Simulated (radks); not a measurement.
# Ge²⁺ in [Ar] 3d10 4s1 4f1: an all-electron calculation

Wanted: eigenvalues, radial structure and energy terms of the germanium ion Ge2+.

Method: Dirac Kohn-Sham, LDA (Slater exchange, Perdew-Wang correlation), spin-unpolarised, spherical densities, point nucleus; open shells fill j = l - 1/2 first. Code: radks (a radial shooting solver on a logarithmic mesh, Libxc functionals) version 1.

### Step 1. The atom as given

| Property | Result |
| --- | --- |
| element | germanium (Z = 32) |
| charge | +2 |
| electrons | 30 |
| configuration | [Ar] 3d10 4s1 4f1 |

### Step 2. The calculation

Settings of this run:

```text
Z 32
configuration [Ar] 3d10 4s1 4f1
relativity Dirac
functional lda,pw
spin unpolarised
j_filling energy
nucleus point
c 137.035999084
```

Launch:

```bash
$ python run_ks.py task.json out
```

The same process makes all the runs of this session.

Q: Predict the outcome of this run.

The runs gave:

```
                        quantity                   value
                    total energy     -2094.13605 hartree
exchange-correlation share of it                  3.62 %
                            −T/E                  1.0208
          highest occupied level        4f5/2, -6.268 eV
    most extended occupied level  4f5/2, <r> = 5.70 bohr
 radius at density 0.001 e/bohr³               3.79 bohr
    maxima of the radial density                       4
```

What this shows: 4 principal shells are occupied and 4 maxima appear in the radial density. Relativity lifts −T/E to 1.021. This is not the tabulated ground configuration, so its levels and sizes aren't those of the ground state, and no measured value stands beside it.
